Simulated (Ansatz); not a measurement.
**AlGaHF (quintet): wave-function methods side by side, cc-pVDZ**

How much of the correlation energy of AlGaHF (quintet) does each wave-function method recover here?

Computed with Ansatz 0.2.0, Gaussian basis. Level: cc-pVDZ, core rule «outside noble gas», up to 20 orbitals frozen.

The runs, in order: UHF; CCSD(T) on ROHF; CCSD(T) on UHF; BCCD(T) on ROHF; CCSDT(Q) on ROHF; CCSDT(Q) on UHF.

27 further runs of the same task are left out: 17 that didn't finish, 10 set aside as unsound or not needed.

## (1) The system

The geometry is a PBE0/def2-TZVP stationary point (not a proven minimum) of the parent state, kept for this charge and spin. No spin-orbit coupling is included. The filled d shell of Ga may be among the frozen orbitals whatever the setting's name suggests; the logs give the count.

4 atoms, charge 0, spin multiplicity 5.

Atoms are counted from 1 here; the program's logs count them from 0.

Bond lengths: Al1–Ga2 2.489 Å, Ga2–F3 1.768 Å, Ga2–H4 1.568 Å. Angles: Al1–Ga2–F3 112.3°, Al1–Ga2–H4 130.1°, F3–Ga2–H4 117.6°.

## (2) UHF

The input, in.yaml:

```yaml
crystal:
  periodic: [false, false, false]
  atoms:
    - {symbol: Al, position_ang: [0.000000, -0.281835, 2.028359]}
    - {symbol: Ga, position_ang: [0.000000, 0.366101, -0.374949]}
    - {symbol: F, position_ang: [0.000000, -1.038096, -1.449566]}
    - {symbol: H, position_ang: [0.000000, 1.786664, -1.038005]}
basis:
  gaussian: {orbitals: cc-pVDZ}
magnetization: {spin_polarized: true, initial_magnetization: 4}
hamiltonian: {xc: hf}
output: {orbitals: {seedname: orbitals}}
```

Command:

```console
> ansatz run in.yaml --threads 1 --pin off --events-out ev --progress --plain --max-ram 2393MiB
```

After this run come: CCSD(T) on ROHF; CCSD(T) on UHF; BCCD(T) on ROHF; CCSDT(Q) on ROHF; CCSDT(Q) on UHF.

Q: Predict the results of all the runs planned. Wanted: UCCSDT(Q) below the RHF energy; RMP2 from UCCSDT(Q); UMP2 from UCCSDT(Q); RCCSD from UCCSDT(Q); RCCSD(T) from UCCSDT(Q); UCCSD(T) from UCCSDT(Q); RCCSDT(Q) from UCCSDT(Q); T1 diagnostic.

**Answer**, as computed:

| quantity | value |
| --- | --- |
| UCCSDT(Q) below the RHF energy | -7.8186 eV |
| RMP2 from UCCSDT(Q) | +70.1 kJ/mol |
| UMP2 from UCCSDT(Q) | +68.2 kJ/mol |
| RCCSD from UCCSDT(Q) | +21.1 kJ/mol |
| RCCSD(T) from UCCSDT(Q) | +5.3 kJ/mol |
| UCCSD(T) from UCCSDT(Q) | +4.8 kJ/mol |
| RCCSDT(Q) from UCCSDT(Q) | +1.0 kJ/mol |
| levels within 1 kcal/mol (43 meV) | RCCSDT, UCCSDT, RCCSDT(Q) |
| T1 diagnostic | 0.030 |

RCCSD(T) misses by +5.3 kJ/mol, 0.7 % of the correlation energy. These misses are within one basis, not against nature; the frozen cores of restricted and unrestricted runs differ, which can shift their rows.
